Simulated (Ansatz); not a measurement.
**Cl2F2H2Si2: small, medium and large basis sets**

The task here is to estimate one member of a computed series from the others.

Computed with Ansatz 0.2.0, Gaussian basis. Level: one geometry, several basis sets.

Plan: PBE0-D4/def2-SVP; ωB97M-V/def2-SVP; PBE0-D4/def2-QZVPP; ωB97M-V/def2-QZVPP; the functionals' def2-TZVPP values are taken from earlier runs.

## Structure used throughout

An earlier PBE0-D4 in a triple-zeta def2 set relaxation fixed the geometry.

SMILES `F[SiH2][Si](F)(Cl)Cl`, 8 atoms, charge 0, spin multiplicity 1.

Atoms are counted from 1 here; the program's logs count them from 0.

Bond lengths: F1–Si2 1.600 Å, Si2–Si3 2.345 Å, Si2–H7 1.483 Å, Si2–H8 1.483 Å, Si3–F4 1.589 Å, Si3–Cl5 2.034 Å, Si3–Cl6 2.034 Å. Angles: F1–Si2–Si3 108.0°, F1–Si2–H7 108.8°, F1–Si2–H8 108.8°, Si3–Si2–H7 110.2°, Si3–Si2–H8 110.2°, H7–Si2–H8 110.8°, Si2–Si3–F4 109.2°, Si2–Si3–Cl5 111.6°, Si2–Si3–Cl6 111.6°, F4–Si3–Cl5 107.6°, F4–Si3–Cl6 107.6°, Cl5–Si3–Cl6 109.2°.

The first run:

in.yaml reads:

```yaml
crystal:
  periodic: [false, false, false]
  atoms:
    - {symbol: F, position_ang: [-2.041468, -0.760840, -0.583232]}
    - {symbol: Si, position_ang: [-0.786076, -0.858240, 0.403325]}
    - {symbol: Si, position_ang: [0.800402, 0.723966, -0.287096]}
    - {symbol: F, position_ang: [2.062603, 0.651244, 0.675972]}
    - {symbol: Cl, position_ang: [1.449663, 0.355473, -2.179278]}
    - {symbol: Cl, position_ang: [0.061073, 2.616421, -0.188660]}
    - {symbol: H, position_ang: [-1.237908, -0.560524, 1.783934]}
    - {symbol: H, position_ang: [-0.215889, -2.224501, 0.319135]}
basis:
  gaussian: {orbitals: def2-SVP}
hamiltonian: {xc: pbe0, dispersion: d4}
output: {orbitals: {seedname: orbitals}}
```

Launch:

```console
ansatz run in.yaml --threads 4 --pin off --events-out ev --progress --plain --max-ram 10444MiB
```

Among the steps run: PBE0-D4 in def2-SVP; ωB97M-V in def2-SVP; PBE0-D4 in def2-QZVPP; ωB97M-V in def2-QZVPP.

One of the session's tables, all rows but one given; the rest of the session is left out.

It belongs to the step «Density functionals: the series». 

```
functional       basis  HOMO (eV)
   PBE0-D4    def2-SVP      -8.71
   PBE0-D4  def2-TZVPP      -8.79
   PBE0-D4  def2-QZVPP      -8.82
   ωB97M-V    def2-SVP     -10.70
   ωB97M-V  def2-TZVPP          ?
   ωB97M-V  def2-QZVPP     -10.86
```

Q: Estimate the row for ωB97M-V, def2-TZVPP from the others.

**Answer.** HOMO (eV): -10.82. In the column «HOMO (eV)» it lies between ωB97M-V, def2-QZVPP (-10.86) and ωB97M-V, def2-SVP (-10.70).
